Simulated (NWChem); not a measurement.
# SiH3Se (SMILES [SiH2][SeH]): UPBE0/6-31G(d) (spherical functions)

Aim: the vertical ionisation energy of SiH3Se at UPBE0/6-31G* (spherical functions), from 2 runs. 

The calculation is run with NWChem 7.3.0.

**1. Starting point**

SiH3Se has 5 atoms, charge 0, and is taken as a doublet. As SMILES, `[SiH2][SeH]`. Geometry: relaxed at PBE0-D4/def2-TZVP. This is one conformer, not always the lowest.

Bond lengths: Si1–Se2 2.272 Å, Si1–H3 1.492 Å, Si1–H4 1.489 Å, Se2–H5 1.469 Å. Angles: Si1–Se2–H5 93.1°, Se2–Si1–H3 111.1°, Se2–Si1–H4 104.9°, H3–Si1–H4 110.2°.

**2. The energy at UPBE0/6-31G(d) (spherical functions)**

The input, h3sesi.nw:

```
start h3sesi
title "H3SeSi"
memory total 2200 mb
charge 0

geometry noautosym nocenter noautoz
   Si    0.060900   -0.791800    0.205800
   Se    0.776600    1.182400   -0.661900
   H    -1.304300   -0.656200    0.791600
   H     0.034200   -1.731400   -0.948800
   H     0.482600    1.923300    0.572000
end

basis "ao basis" spherical bse
   * library 6-31G*
end

dft
   xc pbe0
   mult 2
   grid fine
   convergence energy 1e-08
   maxiter 100
   mulliken
   print low
end

task dft energy
```

On the command line:

```console
$ nwchem h3sesi.nw > h3sesi.out
```

What it wrote:

```text
[...]
 d= 0,ls=0.0,diis     1  -2692.0611611730 -2.84D+03  6.44D-03  4.64D-02     1.6
[...]
 d= 0,ls=0.0,diis    11  -2692.0907629312 -2.22D-09  1.36D-07  7.20D-12    12.7
[...]
         Total DFT energy =    -2692.090762931162
      One electron energy =    -4040.871167353951
           Coulomb energy =     1309.591833916334
    Exchange-Corr. energy =     -108.748813482437
 Nuclear repulsion energy =      147.937383988892
[...]
      Total Density - Mulliken Population Analysis
     ---------------------------------------------
    Atom       Charge   Shell Charges
 -----------   ------   -------------------------------------------------------
    1 Si  14    13.80   2.00  2.00  5.96  1.05  1.81  0.35  0.50  0.11
    2 Se  34    34.26   2.00  2.00  6.00  2.00  5.99  1.57  3.24  0.34  1.06  6.92  2.93  0.22
    3 H    1     1.04   0.49  0.55
    4 H    1     1.04   0.49  0.55
    5 H    1     0.87   0.46  0.41
[...]
      <S2> =      0.7525 (Exact =     0.7500)
[...]
```

Wall time 14 s (1 thread of Intel Xeon Platinum 8559C (Emerald Rapids), shared host); peak memory 0.11 GiB.

**3. The singlet cation at the same level**

The input, calc.nw:

```
start calc
memory 2200 mb
charge 1

geometry units angstrom noautosym nocenter noautoz
   Si    0.060900   -0.791800    0.205800
   Se    0.776600    1.182400   -0.661900
   H    -1.304300   -0.656200    0.791600
   H     0.034200   -1.731400   -0.948800
   H     0.482600    1.923300    0.572000
end

basis spherical bse
   * library 6-31G*
end

dft
   xc pbe0
   grid fine
   convergence energy 1e-08
   maxiter 100
   mulliken
   print low
end

task dft energy
```

On the command line:

```console
$ nwchem calc.nw > calc.out
```

What it wrote:

```text
[...]
 d= 0,ls=0.0,diis     1  -2691.3684670112 -2.84D+03  6.80D-02  8.03D+00     1.4
[...]
 d= 0,ls=0.0,diis    10  -2691.7910831253 -4.82D-09  2.37D-06  3.41D-09     9.1
         Total DFT energy =    -2691.791083125299
      One electron energy =    -4028.111156495322
           Coulomb energy =     1296.820070066080
    Exchange-Corr. energy =     -108.437380684949
 Nuclear repulsion energy =      147.937383988892
[...]
      Total Density - Mulliken Population Analysis
     ---------------------------------------------
    Atom       Charge   Shell Charges
 -----------   ------   -------------------------------------------------------
    1 Si  14    13.46   2.00  2.00  5.96  1.13  1.73  0.25  0.28  0.11
    2 Se  34    33.89   2.00  2.00  6.00  2.00  5.99  1.64  3.14  0.28  0.77  6.92  2.93  0.22
    3 H    1     0.91   0.47  0.45
    4 H    1     0.93   0.47  0.45
    5 H    1     0.80   0.45  0.35
[...]
```

Run time: 9.9 s. Hardware: 1 thread of Intel Xeon Platinum 8559C (Emerald Rapids), shared host; peak memory 0.11 GiB.

**4. Outcome**

At UPBE0/6-31G* (spherical functions):

| quantity | value |
| --- | --- |
| doublet SiH3Se: total energy | -2692.09076 Eh |
| doublet SiH3Se: ⟨S²⟩ | 0.752 |
| singlet cation: total energy | -2691.79108 Eh |
| vertical ionisation energy (to the singlet cation) | 8.155 eV |

Removing an electron at fixed nuclei costs 8.15 eV (787 kJ/mol). Only the singlet of the ionised species was computed; a triplet could lie lower. Mulliken charges (doublet SiH3Se) run from -0.26 on Se2 to +0.20 on Si1; they depend strongly on the basis. Mulliken charges (singlet cation) run from +0.07 on H4 to +0.54 on Si1.
